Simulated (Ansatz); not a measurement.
# YbSb3: the cost of one run

Method: DFT PBE, scalar-relativistic, plane waves, PAW, in Ansatz 0.2.0.

2 further runs of the same task are left out: 1 that didn't finish, 1 set aside as unsound or not needed.

**1. The structure to begin with**

The structure is cubic, space group Fm-3m (No. 225). The conventional cell has a = 7.904 Å, b = 7.904 Å, c = 7.904 Å, α = 90.00°, β = 90.00°, γ = 90.00°. Around Yb (site symmetry m-3m) lie 8 Sb at 3.42 Å. Sb (site symmetry -43m) has 4 Yb at 3.42 Å and 4 Sb at 3.42 Å as nearest neighbours. Around Sb (site symmetry m-3m) lie 8 Sb at 3.42 Å.

Coordinates:

```cif
data_structure
_symmetry_space_group_name_H-M 'P 1'
_symmetry_Int_Tables_number 1
_cell_length_a 5.5890
_cell_length_b 5.5890
_cell_length_c 5.5890
_cell_angle_alpha 60.000
_cell_angle_beta 60.000
_cell_angle_gamma 60.000
_cell_volume 123.45
loop_
_atom_site_label
_atom_site_type_symbol
_atom_site_fract_x
_atom_site_fract_y
_atom_site_fract_z
_atom_site_occupancy
Yb1 Yb 0.50000 0.50000 0.50000 1
Sb1 Sb 0.25000 0.25000 0.25000 1
Sb2 Sb 0.75000 0.75000 0.75000 1
Sb3 Sb 0.00000 0.00000 0.00000 1
```

Recipe of the guess: random cell by space group and Wyckoff sites (Fm-3m, No. 225). Its size is a rough estimate.

**2. The guess as it stands, on a coarse mesh**

input.yaml

```yaml
crystal:
  lattice:
    - [0.0, 3.95200818, 3.95200818]
    - [3.95200818, 0.0, 3.95200818]
    - [3.95200818, 3.95200818, 0.0]
  atoms:
    - { symbol: Yb, position: [0.5, 0.5, 0.5] }
    - { symbol: Sb, position: [0.25, 0.25, 0.25] }
    - { symbol: Sb, position: [0.75, 0.75, 0.75] }
    - { symbol: Sb, position: [0.0, 0.0, 0.0] }
basis:
  ecutwfc: 420
kpoints:
  mp_grid: { grid: [4, 4, 4] }
hamiltonian:
  xc: pbe
scf:
  occupations: { method: gaussian, width: 0.1 }
  lower_state_search: "off"
output:
  forces: true
  stress: true
  eigenvalues: true
```

On the command line:

```
$ ansatz run input.yaml --threads 1 --pin off --max-ram 2048MiB --backend cpu --events-out ev --progress --plain --runs-dir out
```

What time and memory should one allow on 1 thread of Arm Neoverse V1, shared host?

About 3.4 s, with a peak of 0.39 GiB.
